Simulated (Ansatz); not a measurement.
# ZrHg: the cost of one run

Method: DFT PBEsol, scalar-relativistic, plane waves, PAW, in Ansatz 0.2.0.

1 further run of the same task is left out (set aside as unsound or not needed).

## 1. The structure to begin with

It takes space group P4/mmm (No. 123, tetragonal). Conventional cell: a = 3.103 Å, b = 3.103 Å, c = 4.253 Å, α = 90.00°, β = 90.00°, γ = 90.00°. Zr (site symmetry 4/mmm) has 8 Hg at 3.06 Å and 4 Zr at 3.10 Å as nearest neighbours. Hg (site symmetry 4/mmm) is surrounded by 8 Zr at 3.06 Å and 4 Hg at 3.10 Å.

Coordinates:

```cif
data_structure
_symmetry_space_group_name_H-M 'P 1'
_symmetry_Int_Tables_number 1
_cell_length_a 3.1027
_cell_length_b 3.1027
_cell_length_c 4.2530
_cell_angle_alpha 90.000
_cell_angle_beta 90.000
_cell_angle_gamma 90.000
_cell_volume 40.94
loop_
_atom_site_label
_atom_site_type_symbol
_atom_site_fract_x
_atom_site_fract_y
_atom_site_fract_z
_atom_site_occupancy
Zr1 Zr 0.50000 0.50000 0.50000 1
Hg1 Hg 0.00000 0.00000 0.00000 1
```

It is the result of an earlier relaxation at this level (volume 20.47 Å³/atom; gap on the mesh: none (metal)).

## 2. Relaxing to 0.001 eV/Å, with the smearing for a metal

The response runs start from a cell at rest, found with their own mesh and filling of the bands.

input.yaml

```yaml
crystal:
  lattice:
    - [3.1027469878, 0.0, 0.0]
    - [0.0, 3.1027469878, 0.0]
    - [0.0, 0.0, 4.2529879147]
  atoms:
    - { symbol: Zr, position: [0.5, 0.5, 0.5] }
    - { symbol: Hg, position: [0.0, 0.0, 0.0] }
basis:
  ecutwfc: 420
kpoints:
  mp_grid: { grid: [14, 14, 10] }
hamiltonian:
  xc: pbesol
scf:
  occupations: { method: fermi_dirac, width: 0.15 }
output:
  forces: true
  stress: true
  eigenvalues: true
relax:
  adjacent_minimum: "off"
  f_tol: 0.001
  max_steps: 60
  cell: { stress_tol: 0.01 }
```

Launch:

```
$ ansatz run input.yaml --threads 1 --pin off --max-ram 2560MiB --backend cpu --events-out ev --progress --plain --runs-dir out
```

**Question.** How long does this run take on 1 thread of Arm Neoverse N1, shared host, and how much memory does it need?

About 72 s, with a peak of 0.45 GiB.
